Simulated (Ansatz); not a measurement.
A run of Ansatz 0.2.0:

File input.yaml:

```yaml
crystal:
  lattice:
    - [4.098807, 0.0, 0.0]
    - [0.0, 4.098807, 0.0]
    - [0.0, 0.0, 4.098807]
  atoms:
    - { symbol: Ag, position: [0.0, 0.0, 0.0] }
    - { symbol: Ti, position: [0.0, 0.5, 0.5] }
    - { symbol: Ti, position: [0.5, 0.0, 0.5] }
    - { symbol: Ti, position: [0.5, 0.5, 0.0] }
kpoints:
  mp_grid: { grid: [7, 7, 7] }
scf:
  occupations: { method: fermi_dirac, width: 0.05 }
hamiltonian:
  xc: pbesol
  pseudopotentials: { kind: all_electron, lapw: { basis_error: 0.001 } }
output:
  forces: true
  stress: true
  eigenvalues: true
  populations: true
```

Potentials or basis: all-electron LAPW, scalar-relativistic.

The run is started by

```sh
$ ansatz run input.yaml --threads 2 --pin off --max-ram 8192MiB --backend cpu --events-out ev --progress --plain --runs-dir out
```

Hardware: 2 threads of Arm Neoverse V1, with other jobs on the host.

How long does it take, and how much memory?

Wall time 9.1 s on 2 threads of Arm Neoverse V1, with other jobs on the host, peak memory 0.39 GiB. Counts: scf iterations 11, plane waves 515, k points 20, bands 33.
